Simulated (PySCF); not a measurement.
# CdF: the cost of one run

The runs use PySCF 2.14.0; method and basis as typed in the scripts.

3 further runs of the same task are left out: 2 for a known fault of the program, 1 that didn't finish.

## Step 1: The system as given

CdF: 2 atoms, charge 0, spin multiplicity 2.

Bond lengths: Cd1–F2 1.780 Å.

## Step 2: The run that the others are compared with

Input file input.py:

```python
from pyscf import gto, scf, mp

mol = gto.M(
    atom='Cd 0 0 0; F 0 0 1.78',
    basis='ano-rcc-vdzp',
    charge=0,
    spin=1,
    verbose=4,
)
mf = scf.UHF(mol)
mf = mf.sfx2c1e()
mf.kernel()
mp.MP2(mf).kernel()
mf.dip_moment()
print('orbital energies (hartree):', [e[max(0, n-3):n+3].round(4) for e, n in zip(mf.mo_energy, mol.nelec)])
```

On the command line:

```
$ OMP_NUM_THREADS=1 python input.py
```

Q: Estimate wall time and peak memory on 1 thread of Arm Neoverse V1, shared host.

About 9.9 s, with a peak of 0.16 GiB.
